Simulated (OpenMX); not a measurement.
The system is SiF.

```xyz
2
Lattice="3.0286 0.0000 0.0000 0.0000 3.0286 0.0000 0.0000 0.0000 3.0286" Properties=species:S:1:pos:R:3 pbc="T T T"
Si    1.5143    1.5143    1.5143
F     0.0000    0.0000    0.0000
```

The cell was built by a generator and needn't be a form met in nature.

Base run:

* Program: OpenMX 3.8.5
* Functional: LDA
* Potentials or basis: OpenMX 2013 LDA set, Si7.0-s2p2d1, F6.0-s2p2d1, grid cutoff 400 Ry
* k mesh: 7 × 7 × 7
* Occupations: fermi-dirac, width 0.05 eV
* Spin: no spin polarisation

Its results: pressure -5.9 GPa.

**Question.** The run is repeated on the same cell with these changes: functional from LDA to PBE; potentials or basis from OpenMX 2013 LDA set, Si7.0-s2p2d1, F6.0-s2p2d1, grid cutoff 400 Ry to OpenMX 2013 PBE set, Si7.0-s2p2d1, F6.0-s2p2d1, grid cutoff 400 Ry. What comes out?

**Answer.** Pressure 0.2 GPa.

Caveats: the basis of atomic orbitals isn't converged, which shifts pressures, moduli and gaps; an odd number of electrons without spin polarisation forces a metal; a magnetic or distorted state may lie lower.
